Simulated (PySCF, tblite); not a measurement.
# C7H6F radical: geometry, infrared bands and EPR parameters

Wanted: the infrared bands and EPR parameters of C7H6F radical (`C#C[C@@H]1[CH][C@]12C[C@@H]2F`), by calculation.

Computed with tblite 0.8.0 and PySCF 2.14.0, with density-fitted response routines of our own, on a single molecule in the gas phase. Atoms are numbered from 0 throughout.

**1. The molecule as given**

14 atoms, charge 0, multiplicity 2; geometry from: force field or distance geometry start.

Bonds of the start (Å): C0–C1 1.21, C1–C2 1.44, C2–C3 1.53, C3–C4 1.39, C4–C5 1.45, C5–C6 1.53, C6–F7 1.41, C4–C2 1.47, C6–C4 1.41, C0–H8 1.04, C2–H9 1.12, C3–H10 1.09, C5–H11 1.11, C5–H12 1.11, C6–H13 1.08.

**2. Relaxing the molecule with GFN2-xTB**

Job settings and geometry (Å):

```
{"job": {"kind": "relax", "xc": "GFN2-xTB", "basis": "xTB"}, "charge": 0, "multiplicity": 2}
C      2.786800     0.259400     0.398300
C      1.717700    -0.215800     0.696800
C      0.459900    -0.808600     1.073700
C     -0.317700    -1.659500     0.074100
C     -0.689900    -0.340600     0.289300
C     -0.814700     0.841900    -0.545300
C     -1.771800     0.509700     0.596500
F     -1.567300     1.352800     1.706000
H      3.706500     0.687400     0.148700
H      0.310100    -1.157100     2.125200
H      0.248600    -2.130400    -0.722800
H     -1.225300     0.772300    -1.572400
H     -0.040300     1.619700    -0.375300
H     -2.803200     0.268400     0.365000
```

Launch:

```sh
$ OMP_NUM_THREADS=1 python probes_run.py task.json out
```

This one command runs all jobs of the session in turn.

**Question.** This job is followed by: GFN2-xTB harmonic vibrations, gas phase; UKS B3LYP, pcH-1 on C F H, non-relativistic, mean-field spin-orbit, GIAO. What will the session give for the following? strongest single infrared mode (GFN2-xTB); zero-point energy (GFN2-xTB); g(iso) (B3LYP); ⟨S²⟩; largest a(iso); surface potential, 1st and 99th percentile.

As calculated:

| quantity | value |
| --- | --- |
| strongest single infrared mode (GFN2-xTB) | 984 cm⁻¹, 58 km/mol |
| zero-point energy (GFN2-xTB) | 62.7 kcal/mol |
| g(iso) (B3LYP) | 2.00274 |
| ⟨S²⟩ | 0.754 (exact 0.75) |
| largest a(iso) | 13C on C3, 260.7 MHz |
| surface potential, 1st and 99th percentile | -0.90 V and 1.34 V |

In words: The optimisation took 58 steps and gained 0.608 eV; among the close pairs (by a distance rule), C4–C6 changed most, from 1.410 to 1.485 Å. All 36 modes are real, so the xTB geometry is a minimum. The strongest single mode, at 984 cm⁻¹, is spread over several atoms, C6, C5, C4, H13 among them. GFN2-xTB is a fitted tight-binding method: band positions and strengths are rough. Its intensities can rank the bands wrongly. Most of the unpaired spin sits on C3 (0.92 e). The isotropic g lies 0.4 ppt above the free-electron value.
